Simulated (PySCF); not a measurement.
# C₃H₁₀NSi+: magnetic properties

Wanted: magnetic properties for C₃H₁₀NSi+ (`C=C[SiH2][NH2+]C`).

Programs: PySCF 2.14.0, with routines of our own; each step states its level. All values are computed. Atoms count from 0.

## 1. The system as given

15 atoms, charge 1, multiplicity 1; geometry from: GFN2-xTB.

## 2. Magnetic properties: GIAO CAM-B3LYP/pcSseg-1

Job settings and geometry (Å):

```
{"job": {"kind": "mag", "xc": "CAM-B3LYP", "basis": "pcSseg-1", "isotopologues": 2}, "charge": 1, "multiplicity": 1}
C     -2.508735    -0.145096    -0.560702
C     -1.749916    -1.024675     0.089162
Si    -0.244526    -0.625048     1.131309
N      0.865716     0.382878    -0.090303
C      2.182504     0.766029     0.450042
H     -2.310827     0.915382    -0.563606
H     -3.377212    -0.454699    -1.119326
H     -2.048109    -2.066418     0.056174
H      0.637248    -1.753903     1.393575
H     -0.376504     0.366379     2.191560
H      1.007432    -0.160707    -0.943529
H      0.371183     1.229159    -0.376850
H      2.758560     1.333783    -0.278911
H      2.739871    -0.127944     0.717865
H      2.048902     1.372868     1.342040
```

Level: GIAO CAM-B3LYP/pcSseg-1 magnetisability, rotational g tensor and spin-rotation constants, non-relativistic, gas phase.

Started as:

```bash
$ OMP_NUM_THREADS=1 python excited_run.py task.json out
```

The driver reads the jobs from task.json and runs them one after another.

What it wrote:

```text
coarse grid: 12144 points
cycle   1  E = -464.1363774189  dE =  5.870e-01  |g| = 3.218e-01  |ddm| = 3.185e+00
cycle   2  E = -464.1583222053  dE = -2.194e-02  |g| = 2.299e-01  |ddm| = 6.310e-01
cycle   3  E = -464.1703845134  dE = -1.206e-02  |g| = 5.299e-02  |ddm| = 2.215e-01
cycle   4  E = -464.1709401537  dE = -5.556e-04  |g| = 1.828e-02  |ddm| = 4.371e-02
cycle   5  E = -464.1710003241  dE = -6.017e-05  |g| = 4.311e-03  |ddm| = 1.375e-02
cycle   6  E = -464.1710045739  dE = -4.250e-06  |g| = 1.044e-03  |ddm| = 4.198e-03
final grid: 110264 points
cycle   7  E = -464.2054922018  dE = -2.338e-05  |g| = 4.544e-03  |ddm| = 1.225e-02
cycle   8  E = -464.2054933690  dE = -1.167e-06  |g| = 4.079e-03  |ddm| = 5.689e-03
cycle   9  E = -464.2054971541  dE = -3.785e-06  |g| = 3.920e-04  |ddm| = 2.640e-03
cycle  10  E = -464.2054971810  dE = -2.697e-08  |g| = 1.397e-04  |ddm| = 3.010e-04
cycle  11  E = -464.2054971852  dE = -4.127e-09  |g| = 3.062e-05  |ddm| = 1.015e-04
cycle  12  E = -464.2054971854  dE = -2.076e-10  |g| = 5.288e-06  |ddm| = 3.301e-05
converged SCF energy = -464.2054971854

Magnetisability tensor (1e-30 J/T^2)
     -958.56      -16.81       51.31
      -16.81     -818.20      -13.39
       51.31      -13.39     -947.57
isotropic -908.11   principal values   -1004.74   -906.54   -813.05
isotropic susceptibility -54.688 1e-6 cm^3/mol

Inertial axes            a          b          c
rot. const./GHz      8.0098     1.9947     1.7117
chi total           -56.834    -53.180    -54.049
chi diamagnetic    -238.602   -704.097   -800.321
chi paramagnetic    181.768    650.918    746.272
quadrupole/D A       12.009     -2.197     -9.812
g nuclear            0.6749     0.6121     0.6063
g electronic        -0.6840    -0.6100    -0.6001
g total             -0.0091     0.0022     0.0062

Spin-rotation constants (kHz, H = +C I.J)
atom  isotope        aa         bb         cc
  3    14N        0.363      0.095      0.069
  5     1H       -0.529     -0.109     -0.061
  6     1H        0.580     -0.208     -0.182
  7     1H       -0.376     -0.142     -0.070
  8     1H       -0.699     -0.093     -0.092
  9     1H       -0.825     -0.208      0.035
 10     1H       -1.064     -0.223     -0.046
 11     1H       -0.995     -0.102     -0.162
 12     1H       -0.619     -0.053     -0.205
 13     1H       -0.834     -0.111     -0.122
 14     1H       -0.909     -0.230     -0.003
  0    13C*       3.747      0.621      0.500
  1    13C*       3.223      0.519      0.452
  2   29Si*      -4.921     -1.232     -1.148
  4    13C*       0.999      0.341      0.301
* in the singly substituted isotopologue

Isotopologues: g along a, b, c
2H    at 5,6,7,8,9,10,1    -0.0070     0.0014     0.0052
13C   at 0                 -0.0090     0.0022     0.0061
```

Wall time 20 s (1 thread of Arm Neoverse V1, shared host); peak memory 0.76 GiB.

From this job:

```
              quantity                    value
       magnetisability          -908·10⁻³⁰ J/T²
  molar susceptibility       -54.7·10⁻⁶ cm³/mol
rotational g (a, b, c)  -0.0091, 0.0022, 0.0062
```

## 3. Magnetic properties: GIAO KT2/def2-SVP

Settings changed since step 2:

```diff
@@ -1,2 +1,2 @@
-{"job": {"kind": "mag", "xc": "CAM-B3LYP", "basis": "pcSseg-1", "isotopologues": 2}, "charge": 1, "multiplicity": 1}
+{"job": {"kind": "mag", "xc": "KT2", "basis": "def2-SVP"}, "charge": 1, "multiplicity": 1}
 C     -2.508735    -0.145096    -0.560702
```

Level: GIAO KT2/def2-SVP magnetisability, rotational g tensor and spin-rotation constants, non-relativistic, gas phase.

What it wrote:

```text
coarse grid: 12144 points
cycle   1  E = -469.4843460758  dE =  3.988e-01  |g| = 3.817e-01  |ddm| = 3.630e+00
cycle   2  E = -469.4405204857  dE =  4.383e-02  |g| = 5.367e-01  |ddm| = 1.079e+00
cycle   3  E = -469.5285748332  dE = -8.805e-02  |g| = 7.865e-02  |ddm| = 6.935e-01
cycle   4  E = -469.5298959019  dE = -1.321e-03  |g| = 4.777e-02  |ddm| = 1.227e-01
cycle   5  E = -469.5305153128  dE = -6.194e-04  |g| = 1.392e-02  |ddm| = 5.422e-02
cycle   6  E = -469.5305667844  dE = -5.147e-05  |g| = 4.500e-03  |ddm| = 1.567e-02
cycle   7  E = -469.5305719070  dE = -5.123e-06  |g| = 9.990e-04  |ddm| = 4.697e-03
final grid: 110264 points
cycle   8  E = -469.5803400218  dE = -4.606e-05  |g| = 1.327e-02  |ddm| = 3.976e-02
cycle   9  E = -469.5802827241  dE =  5.730e-05  |g| = 1.950e-02  |ddm| = 3.240e-02
cycle  10  E = -469.5803881881  dE = -1.055e-04  |g| = 1.384e-03  |ddm| = 1.988e-02
cycle  11  E = -469.5803886462  dE = -4.581e-07  |g| = 3.995e-04  |ddm| = 1.486e-03
cycle  12  E = -469.5803886809  dE = -3.476e-08  |g| = 1.751e-04  |ddm| = 4.998e-04
cycle  13  E = -469.5803886894  dE = -8.477e-09  |g| = 4.199e-05  |ddm| = 1.880e-04
cycle  14  E = -469.5803886899  dE = -4.484e-10  |g| = 1.467e-05  |ddm| = 5.137e-05
converged SCF energy = -469.5803886899

Magnetisability tensor (1e-30 J/T^2)
     -938.41      -21.90       50.03
      -21.90     -807.15      -15.78
       50.03      -15.78     -926.93
isotropic -890.83   principal values    -983.23   -890.60   -798.67
isotropic susceptibility -53.647 1e-6 cm^3/mol

Inertial axes            a          b          c
rot. const./GHz      8.0098     1.9947     1.7117
chi total           -55.858    -51.990    -53.094
chi diamagnetic    -237.247   -702.143   -798.624
chi paramagnetic    181.389    650.153    745.530
quadrupole/D A       12.542     -2.681     -9.861
g nuclear            0.6749     0.6121     0.6063
g electronic        -0.6826    -0.6093    -0.5995
g total             -0.0076     0.0029     0.0068

Spin-rotation constants (kHz, H = +C I.J)
atom  isotope        aa         bb         cc
  3    14N        0.330      0.091      0.067
  5     1H       -0.538     -0.109     -0.063
  6     1H        0.560     -0.207     -0.185
  7     1H       -0.395     -0.141     -0.071
  8     1H       -0.690     -0.090     -0.090
  9     1H       -0.816     -0.204      0.039
 10     1H       -1.066     -0.224     -0.037
 11     1H       -0.997     -0.099     -0.158
 12     1H       -0.620     -0.051     -0.208
 13     1H       -0.844     -0.109     -0.122
 14     1H       -0.922     -0.232      0.001
  0    13C*       3.152      0.549      0.421
  1    13C*       2.692      0.458      0.384
  2   29Si*      -4.202     -1.048     -1.001
  4    13C*       0.862      0.302      0.267
* in the singly substituted isotopologue
```

Run time: 16 s. Hardware: 1 thread of Arm Neoverse V1, shared host.

Key values:

```
              quantity                    value
       magnetisability          -891·10⁻³⁰ J/T²
  molar susceptibility       -53.6·10⁻⁶ cm³/mol
rotational g (a, b, c)  -0.0076, 0.0029, 0.0068
```

## 4. Magnetic properties: GIAO PBE0/def2-SVP

Settings changed since step 3:

```diff
@@ -1,2 +1,2 @@
-{"job": {"kind": "mag", "xc": "KT2", "basis": "def2-SVP"}, "charge": 1, "multiplicity": 1}
+{"job": {"kind": "mag", "xc": "PBE0", "basis": "def2-SVP"}, "charge": 1, "multiplicity": 1}
 C     -2.508735    -0.145096    -0.560702
```

Level: GIAO PBE0/def2-SVP magnetisability, rotational g tensor and spin-rotation constants, non-relativistic, gas phase.

What it wrote:

```text
coarse grid: 12144 points
cycle   1  E = -463.6877531157  dE =  4.577e-01  |g| = 3.163e-01  |ddm| = 3.582e+00
cycle   2  E = -463.6913006562  dE = -3.548e-03  |g| = 3.131e-01  |ddm| = 7.597e-01
cycle   3  E = -463.7188610791  dE = -2.756e-02  |g| = 4.925e-02  |ddm| = 3.669e-01
cycle   4  E = -463.7193452447  dE = -4.842e-04  |g| = 1.990e-02  |ddm| = 5.025e-02
cycle   5  E = -463.7194267102  dE = -8.147e-05  |g| = 6.508e-03  |ddm| = 1.962e-02
cycle   6  E = -463.7194373378  dE = -1.063e-05  |g| = 2.143e-03  |ddm| = 7.610e-03
cycle   7  E = -463.7194384857  dE = -1.148e-06  |g| = 5.222e-04  |ddm| = 2.165e-03
final grid: 110264 points
cycle   8  E = -463.7750125897  dE = -2.315e-05  |g| = 7.524e-03  |ddm| = 2.065e-02
cycle   9  E = -463.7750087142  dE =  3.876e-06  |g| = 8.597e-03  |ddm| = 1.354e-02
cycle  10  E = -463.7750271217  dE = -1.841e-05  |g| = 8.378e-04  |ddm| = 7.375e-03
cycle  11  E = -463.7750272885  dE = -1.668e-07  |g| = 1.905e-04  |ddm| = 8.142e-04
cycle  12  E = -463.7750272962  dE = -7.709e-09  |g| = 8.115e-05  |ddm| = 2.006e-04
cycle  13  E = -463.7750272977  dE = -1.514e-09  |g| = 2.028e-05  |ddm| = 7.578e-05
cycle  14  E = -463.7750272978  dE = -1.169e-10  |g| = 3.453e-06  |ddm| = 2.680e-05
converged SCF energy = -463.7750272978

Magnetisability tensor (1e-30 J/T^2)
     -953.77      -14.84       58.30
      -14.84     -816.22      -14.05
       58.30      -14.05     -950.86
isotropic -906.95   principal values   -1010.63   -899.04   -811.18
isotropic susceptibility -54.618 1e-6 cm^3/mol

Inertial axes            a          b          c
rot. const./GHz      8.0098     1.9947     1.7117
chi total           -56.397    -53.195    -54.262
chi diamagnetic    -237.466   -702.793   -799.183
chi paramagnetic    181.069    649.598    744.921
quadrupole/D A       12.106     -2.386     -9.720
g nuclear            0.6749     0.6121     0.6063
g electronic        -0.6814    -0.6088    -0.5990
g total             -0.0064     0.0034     0.0073

Spin-rotation constants (kHz, H = +C I.J)
atom  isotope        aa         bb         cc
  3    14N        0.315      0.085      0.060
  5     1H       -0.540     -0.110     -0.060
  6     1H        0.587     -0.210     -0.185
  7     1H       -0.391     -0.142     -0.069
  8     1H       -0.702     -0.093     -0.092
  9     1H       -0.826     -0.207      0.036
 10     1H       -1.070     -0.224     -0.043
 11     1H       -1.002     -0.102     -0.160
 12     1H       -0.627     -0.056     -0.209
 13     1H       -0.847     -0.113     -0.125
 14     1H       -0.923     -0.233     -0.004
  0    13C*       3.354      0.567      0.441
  1    13C*       2.859      0.465      0.392
  2   29Si*      -4.248     -1.069     -1.001
  4    13C*       0.842      0.292      0.258
* in the singly substituted isotopologue
```

Run time: 12 s. Hardware: 1 thread of Arm Neoverse V1, shared host.

From this job:

```
              quantity                    value
       magnetisability          -907·10⁻³⁰ J/T²
  molar susceptibility       -54.6·10⁻⁶ cm³/mol
rotational g (a, b, c)  -0.0064, 0.0034, 0.0073
```

## 5. Magnetic properties: M06-2X/def2-SVP

Settings changed since step 4:

```diff
@@ -1,2 +1,2 @@
-{"job": {"kind": "mag", "xc": "PBE0", "basis": "def2-SVP"}, "charge": 1, "multiplicity": 1}
+{"job": {"kind": "mag", "xc": "M06-2X", "basis": "def2-SVP", "scf": {"conv": 0.001, "max_cycle": 61}}, "charge": 1, "multiplicity": 1}
 C     -2.508735    -0.145096    -0.560702
```

Method: M06-2X/def2-SVP.

What it wrote:

```text
NotImplementedError: meta-GGA with London orbitals
```

Wall time 4.3 s (1 thread of Arm Neoverse V1, shared host).

**What went wrong.** This response code has no terms for the kinetic-energy density, so it refuses meta-GGA functionals here. Cure: take a GGA or a hybrid, or another code.

## 6. Magnetic properties side by side

```
                  level  ξ (10⁻³⁰ J/T²)     g(a)    g(b)  gap (eV)  functions  time
GIAO CAM-B3LYP/pcSseg-1            -908  -0.0091  0.0022      9.36        142  20 s
      GIAO KT2/def2-SVP            -891  -0.0076  0.0029      4.88        124  16 s
     GIAO PBE0/def2-SVP            -907  -0.0064  0.0034      7.03        124  12 s
```

## 7. Outcome

| quantity | value |
| --- | --- |
| magnetisability (step 2, GIAO CAM-B3LYP/pcSseg-1) | -908·10⁻³⁰ J/T² |
| molar susceptibility (step 2, GIAO CAM-B3LYP/pcSseg-1) | -54.7·10⁻⁶ cm³/mol |
| rotational g (a, b, c) (step 2, GIAO CAM-B3LYP/pcSseg-1) | -0.0091, 0.0022, 0.0062 |
| magnetisability over the levels | -908 to -891·10⁻³⁰ J/T² |
| runs | 1 failed, 0 ended on unsound input |

For an ion, the motion of the centre of mass in the field is left out. The magnetisability spreads by 1.9 % over 3 levels, from GIAO CAM-B3LYP/pcSseg-1 (20 s) to GIAO KT2/def2-SVP (16 s); the runs took 12 s to 20 s. Vibrational averaging and real surroundings are missing from these values.
